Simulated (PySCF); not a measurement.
# C5H8Si: the cost of one run

Programs: PySCF 2.14.0, with density-fitted response routines of our own. Each step states its level of theory. These are calculated values for one molecule in the gas phase, unless marked as measured. Atoms are numbered from 0 throughout.

## 1. The molecule as given

14 atoms, charge 0, multiplicity 1; geometry from: GFN2-xTB. The atoms were then displaced at random by about 0.01 Å, so the start is not that level's minimum.

Bonds of the start (Å): C0–C1 1.23, C1–C2 1.46, C2–C3 1.54, C3–Si4 1.95, Si4–C5 1.90, C5–C2 1.53, C0–H6 1.03, C2–H7 1.10, C3–H8 1.09, C3–H9 1.08, Si4–H10 1.46, Si4–H11 1.47, C5–H12 1.07, C5–H13 1.08.

## 2. Geometry optimisation at PBE0-D3(BJ)/def2-SVP

What the job is given:

```
{"job": {"xc": "PBE0", "basis": "def2-SVP", "d3": "d3bj", "grid": 1, "shake": 0.01, "kind": "geom"}, "charge": 0, "multiplicity": 1}
C      2.822980    -0.696940     0.434210
C      1.722670    -0.261240     0.098990
C      0.389250     0.212740    -0.248850
C     -0.180890     1.145790     0.831460
Si    -1.848640     0.143830     0.783570
C     -0.664710    -0.902770    -0.268980
H      3.761790    -1.028000     0.699360
H      0.468670     0.729910    -1.211840
H     -0.231190     2.197590     0.566110
H      0.323800     1.071890     1.787690
H     -2.948500     0.779350     0.063170
H     -2.310860    -0.421820     2.060150
H     -0.328530    -1.796350     0.221130
H     -0.983000    -1.189050    -1.263900
```

Command:

```sh
$ OMP_NUM_THREADS=1 python probes_run.py task.json out
```

The driver reads the jobs from task.json and runs them one after another.

Q: Estimate the wall time and peak memory of this first job on 1 thread of Arm Neoverse N1, shared host.

About 2.1 min, with a peak of 0.5 GiB.
